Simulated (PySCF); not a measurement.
# Changing the system itself: RbSb (triplet)

One physical setting of the base script is moved in each run, with the edits that it forces.

The runs use PySCF 2.14.0; method and basis as typed in the scripts.

5 further runs of the same task are left out: 1 for a known fault of the program, 4 that didn't finish.

### Step 1. Where the work starts

RbSb (triplet): 2 atoms, charge 0, spin multiplicity 3.

No contacts short enough for the rule that draws bonds.

### Step 2. Base script

input.py reads:

```python
from pyscf import gto, scf, mp

mol = gto.M(
    atom='Rb 0 0 0; Sb 0 0 3.939',
    basis='def2-svpd',
    ecp={'Rb': 'def2-svpd', 'Sb': 'def2-svpd'},
    charge=0,
    spin=2,
    verbose=4,
)
mf = scf.UHF(mol)
mf.kernel()
mp.MP2(mf, frozen=4).kernel()
mf.dip_moment()
print('orbital energies (hartree):', [e[max(0, n-3):n+3].round(4) for e, n in zip(mf.mo_energy, mol.nelec)])
```

Started as:

```
$ python input.py
```

Its log is not repeated here.

It gives: E(SCF) = -263.081658 Eh, E(MP2) − E(SCF) = -0.13749 Eh, ⟨S²⟩ = 2.298, μ = 9.18 D (of the SCF density).

The bond length is a typed value, not an optimised one. The triplet is typed in the script; nothing here shows that it is the ground state.

### Step 3. Bond 3.663 Å

Run 1 changes bond length: 3.939 Å → 3.663 Å.

input.py reads:

```python
from pyscf import gto, scf, mp

mol = gto.M(
    atom='Rb 0 0 0; Sb 0 0 3.663',
    basis='def2-svpd',
    ecp={'Rb': 'def2-svpd', 'Sb': 'def2-svpd'},
    charge=0,
    spin=2,
    verbose=4,
)
mf = scf.UHF(mol)
mf.kernel()
mp.MP2(mf, frozen=4).kernel()
mf.dip_moment()
print('orbital energies (hartree):', [e[max(0, n-3):n+3].round(4) for e, n in zip(mf.mo_energy, mol.nelec)])
```

Started as:

```
$ python input.py
```

### Step 4. Singlet

Run 2 changes spin (2S): 2 → 0.

Changes to input.py since step 2:

```diff
@@ -7,3 +7,3 @@
     charge=0,
-    spin=2,
+    spin=0,
     verbose=4,
```

### Step 5. Bond 5.909 Å

Run 3 changes bond length: 3.939 Å → 5.909 Å.

Changes to input.py since step 2:

```diff
@@ -3,3 +3,3 @@
 mol = gto.M(
-    atom='Rb 0 0 0; Sb 0 0 3.939',
+    atom='Rb 0 0 0; Sb 0 0 5.909',
     basis='def2-svpd',
```

Before running it: what results should come out? Wanted: for each run, E(SCF); from base; gap, α spin; SCF dipole; after the SCF.

As calculated:

| run | E(SCF) (hartree) | from base (eV) | cycles | gap, α spin (eV) | SCF dipole (D) | after the SCF |
| --- | --- | --- | --- | --- | --- | --- |
| base | -263.081658 | 0 | 18 | 6.65 | 9.18 | MP2 correlation -3.741 eV, core frozen |
| bond 3.663 Å | -263.084107 | -0.0666 | 14 | 5.68 | 11.42 | MP2 correlation -3.787 eV, core frozen |
| singlet | -263.065341 | +0.4440 | 16 | 4.59 | 13.09 | MP2 correlation -3.672 eV, core frozen |
| bond 5.909 Å | -263.032644 | +1.3337 | 16 | 2.87 | 19.02 | MP2 correlation -3.734 eV, core frozen |

Of the runs whose energies can be compared, “bond 5.909 Å” moves the SCF energy most (+1.334 eV). The singlet solution found lies 0.44 eV above the base triplet at this geometry and level. With bond 5.909 Å the frontier gap moves by over 1.5 eV, which can mean another electronic state rather than the bond length alone.
